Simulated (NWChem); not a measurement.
## Tetragonal strain in BP (zincblende structure): splitting of valleys and valence bands

The numbers come from NWChem runs, not from measurements. Level: LDA (Vosko), Troullier-Martins pseudopotentials (valence charges P 5, B 3), cutoff 30 Ha, shifted 4×4×4 mesh, two-atom cell, no spin-orbit coupling. The cubic cell (a = 4.485 Å, near this level's equilibrium) is stretched by 1 + δ along x and y and by (1 + δ)^−2 along z, at constant volume; symmetry keeps the atoms on their sites. The table gives the lowest empty level on the line to X along z less that along x, and the single valence level at Γ less the pair from which it splits.

| δ | ε_zz − ε_xx | valley splitting (eV) | valence splitting (eV) |
|---|---|---|---|
| -0.020 | 0.0612 | 0.766 | -0.646 |
| -0.010 | 0.0303 | ? | ? |
| -0.005 | 0.0151 | 0.194 | -0.152 |
| 0.005 | -0.0149 | -0.196 | 0.146 |
| 0.010 | -0.0297 | -0.394 | 0.286 |
| 0.020 | -0.0588 | -0.794 | 0.549 |

Question: The valley splitting goes as Ξᵤ(ε_zz − ε_xx) and, without spin-orbit coupling, the valence splitting as 3b(ε_zz − ε_xx). Fit both through zero and predict the withheld row.

Answer: Ξᵤ ≈ 13.0 eV and 3b ≈ -9.9 eV, so b ≈ -3.3 eV; the rows leave the lines by up to 0.038 eV. Predicted against computed: valley 0.395 against 0.387 eV, valence -0.301 against -0.310 eV.
